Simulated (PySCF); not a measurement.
# C5H9BrO: the cost of one run

Computed with PySCF 2.14.0 and routines of our own; the level stands in each step. Atoms count from 0.

### Step 1. The starting structure

16 atoms, charge 0, multiplicity 1; geometry from: GFN2-xTB.

### Step 2. NMR shieldings: PBE0/pcJ-1 Br:dyall-v2z, spin–orbit

The job: settings as JSON, then the geometry in Å.

```
{"job": {"kind": "hnmr", "xc": "PBE0", "basis": {"default": "pcJ-1", "Br": "dyall-v2z"}, "rel": "so"}, "charge": 0, "multiplicity": 1}
C      2.337237    -0.347002    -0.491176
O      1.347827    -0.288519     0.511484
C      0.189695     0.382349     0.123046
C     -0.875220     0.477916     1.228771
C     -1.945322     0.022018     0.224232
C     -0.826967    -0.409909    -0.726140
Br    -1.013622     0.114445    -2.594161
H      2.001739    -0.929062    -1.356380
H      2.614694     0.658441    -0.828642
H      3.200512    -0.833097    -0.042136
H      0.431231     1.355245    -0.328396
H     -1.010280     1.459125     1.674969
H     -0.679447    -0.256079     2.005957
H     -2.618552    -0.767308     0.550592
H     -2.530417     0.851500    -0.167936
H     -0.630707    -1.481116    -0.718351
```

Level: PBE0/pcJ-1 Br:dyall-v2z GIAO NMR shielding, X2C with spin-orbit coupling, screened-nuclear two-electron part, Gaussian nuclei, gas phase.

Run with:

```bash
> OMP_NUM_THREADS=1 python heavy_run.py task.json out
```

One launch serves the whole session: the jobs run in the order shown.

Q: Estimate the wall time and peak memory of this first job on 1 thread of Intel Xeon at 2.50GHz, shared host.

About 12 min, with a peak of 2 GiB.
